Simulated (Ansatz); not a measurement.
# Ca2F: the cost of one run

Program: Ansatz 0.2.0. Level of theory: DFT r2SCAN, scalar-relativistic, plane waves, PAW. These are calculated values, not measurements.

3 further runs of the same task are left out: 1 that didn't finish, 2 set aside as unsound or not needed.

**1. The starting structure**

Symmetry: P6/mmm, No. 191, hexagonal system. Conventional cell: a = 4.471 Å, b = 4.471 Å, c = 4.828 Å, α = 90.00°, β = 90.00°, γ = 120.00°. Ca (site symmetry -6m2) has 3 Ca at 2.58 Å and 6 F at 3.53 Å as nearest neighbours. Around F (site symmetry 6/mmm) lie 12 Ca at 3.53 Å.

As a file:

```cif
data_structure
_symmetry_space_group_name_H-M 'P6/mmm'
_symmetry_Int_Tables_number 191
_cell_length_a 4.4713
_cell_length_b 4.4713
_cell_length_c 4.8278
_cell_angle_alpha 90.000
_cell_angle_beta 90.000
_cell_angle_gamma 120.000
_cell_volume 83.59
loop_
_atom_site_label
_atom_site_type_symbol
_atom_site_symmetry_multiplicity
_atom_site_Wyckoff_symbol
_atom_site_fract_x
_atom_site_fract_y
_atom_site_fract_z
_atom_site_occupancy
Ca1 Ca 2 d 0.33333 0.66667 0.50000 1
F1 F 1 a 0.00000 0.00000 0.00000 1
```

(A quick probe on a coarse mesh, which set the mesh and smearing, is not shown.)

**3. Relaxing cell and atoms**

Contents of input.yaml:

```yaml
crystal:
  lattice:
    - [4.4712655554, 0.0, 0.0]
    - [-2.2356327777, 3.872229558, 0.0]
    - [0.0, 0.0, 4.8277784236]
  atoms:
    - { symbol: Ca, position: [0.3333333333, 0.6666666667, 0.5] }
    - { symbol: Ca, position: [0.6666666667, 0.3333333333, 0.5] }
    - { symbol: F, position: [0.0, 0.0, 0.0] }
basis:
  ecutwfc: 500
kpoints:
  mp_grid: { grid: [12, 12, 10] }
hamiltonian:
  xc: r2scan
scf:
  occupations: { method: gaussian, width: 0.1 }
output:
  forces: true
  stress: true
  eigenvalues: true
  write_density: true
  write_potential: true
  elf: true
  volumetric_format: npy
relax:
  adjacent_minimum: "off"
  f_tol: 0.01
  max_steps: 80
  cell: { stress_tol: 0.05 }
```

On the command line:

```bash
$ ansatz run input.yaml --threads 1 --pin off --max-ram 3072MiB --backend cpu --events-out ev --progress --plain --runs-dir out
```

Q: Estimate wall time and peak memory on 1 thread of Arm Neoverse V1, shared host.

About 6.5 min, with a peak of 0.75 GiB.
